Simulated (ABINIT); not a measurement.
The system is RuSe.

```
Ru Se
1.0
     3.54208    0.00000    0.00000
    -1.77104    3.06753    0.00000
     0.00000    0.00000    3.45689
Ru Se
1 1
Direct
  0.00000 0.00000 0.00000
  0.66667 0.33333 0.50000
```

The cell comes from a database or a generator and needn't be the stable form of this composition.

Base run:

```yaml
Program: ABINIT 10.8.3 (patched build)
Functional: LDA
Potentials_or_basis: JTH PAW LDA v2.0
Cutoff: 408 eV
k_mesh: 6 × 6 × 6
Occupations: gaussian, width 0.05 eV
Spin: collinear spin, ferromagnetic start
Starting_moments: "[4.0, 0.0] μB"
Hubbard_terms: Ru d U = 1 eV
```

Its results: band gap on the k mesh none (metal or under the smearing width); pressure -18.2 GPa; net moment 1.34 μB per cell; site moments Ru +1.15; Se +0.04 μB.

Q: The run is repeated on the same cell with these changes: hubbard terms from Ru d U = 1 eV to Ru d U = 2 eV. What comes out?

A: Band gap on the k mesh none (metal or under the smearing width); pressure -16.8 GPa; net moment 1.68 μB per cell; site moments Ru +1.46; Se +0.05 μB.

Caveats: the moment fell far below its start of 4 μB, so a state of higher moment may lie lower in energy (some runs).
